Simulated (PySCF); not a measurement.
# CoF5 ([CoF5]3-): the cost of one run

Computed with PySCF 2.14.0 and routines of our own; the level stands in each step. Atoms count from 0.

## 1. The starting structure

6 atoms, charge -3, states of the metal's open shell are computed; geometry from: model start, shaken.

## 2. Relaxing the molecule at PBE0-D3(BJ)/def2-TZVP

The job: settings as JSON, then the geometry in Å.

```
{"job": {"xc": "PBE0", "basis": "def2-TZVP", "d3": "d3bj", "grid": 1, "maxiter": 45, "solvent": "water", "kind": "geom"}, "charge": -3, "metal": "Co", "open_shell": "d7"}
Co     0.000020     0.004480    -0.004110
F     -0.013360    -0.006820     1.970130
F      0.000900     0.020100    -1.992380
F      1.975690     0.007350     0.005350
F     -0.990920     1.705100    -0.000440
F     -0.982070    -1.739220    -0.006860
```

On the command line:

```sh
$ OMP_NUM_THREADS=1 python lf_run.py task.json out
```

This one command runs all jobs of the session in turn.

**Question.** How long does this first job take on 1 thread of Arm Neoverse V1, shared host, and how much memory does it need?

About 5.6 min, with a peak of 1.3 GiB.
